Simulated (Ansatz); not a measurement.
This script drives Ansatz 0.2.0, Python API.

Input file `ch6o2si.xyz`:
```text
10

O    -0.71080    0.17940   -1.50920
C    -0.34090    0.47780   -0.18530
O     0.54160    1.57370   -0.30380
Si    0.33610   -1.03150    0.80170
H    -1.29250    0.99100   -1.78640
H    -1.21250    0.86900    0.35820
H     1.41220    1.20360   -0.67600
H    -0.73440   -2.09510    0.82080
H     0.56620   -0.64210    2.25420
H     1.51800   -1.57700    0.22870
```

`ch6o2si.py`:
```python
import ansatz as az
import numpy as np

molecule = az.Crystal.molecule_from_extxyz('ch6o2si.xyz')

symbols = [site.symbol for site in molecule.cartesian_sites]
start = np.array([site.position_ang for site in molecule.cartesian_sites])
axis = (start[8] - start[3]) / np.linalg.norm(start[8] - start[3])
moving = [8]
lengths, energies = [1.339, 1.4, 1.46, 1.521, 1.582, 1.643, 1.704, 1.795], []
for length in lengths:
    xyz = start.copy()
    xyz[moving] += (length - np.linalg.norm(start[8] - start[3])) * axis
    point = az.Crystal.molecule()
    for symbol, xyz in zip(symbols, xyz):
        point = point.atom(symbol, xyz.tolist())
    calculation = (
        point.calculation()
        .basis(gaussian='def2-SVP')
        .functional('R2SCAN0')
    )
    summary = calculation.run().report
    energies.append(summary['free_energy_ev'])
    print(f'r = {length:6.3f} A  E = {energies[-1]:.5f} eV  <S^2> = {abs(summary["mean_field"]["state"]["spin_squared"]):.3f}')

fit = np.polynomial.Polynomial.fit(lengths, np.array(energies) - min(energies), 4).convert()
roots = [r.real for r in fit.deriv().roots() if abs(r.imag) < 1e-9 and fit.deriv(2)(r.real) > 0]
r_e = min(roots, key=lambda r: abs(r - lengths[int(np.argmin(energies))]))
print(f'minimum of the fit at {r_e:.4f} A, force constant {fit.deriv(2)(r_e):.2f} eV/A^2')
```

It is started by `python ch6o2si.py`. Estimate its wall time and peak memory on 1 thread of Arm Neoverse V2, with other jobs on the host.

It took about 30 s, with a peak of 0.26 GiB, for 8 runs of the engine.

```console
$ python ch6o2si.py
r =  1.339 A  E = -13094.37169 eV  <S^2> = 0.000
r =  1.400 A  E = -13094.54412 eV  <S^2> = 0.000
r =  1.460 A  E = -13094.61567 eV  <S^2> = 0.000
r =  1.521 A  E = -13094.61120 eV  <S^2> = 0.000
r =  1.582 A  E = -13094.54700 eV  <S^2> = 0.000
r =  1.643 A  E = -13094.43752 eV  <S^2> = 0.000
r =  1.704 A  E = -13094.29410 eV  <S^2> = 0.000
r =  1.795 A  E = -13094.03581 eV  <S^2> = 0.000
minimum of the fit at 1.4859 A, force constant 18.78 eV/A^2
```

Caveats:
- The settings weren't tested for convergence.
- The rest of the molecule is held rigid at a force-field or estimated start geometry, and the basis set is modest; single-reference methods fail as a bond breaks.
- The orbitals are restricted, so S² is zero by construction.

(Lines on the test bed's own set-up are left out of the output.)
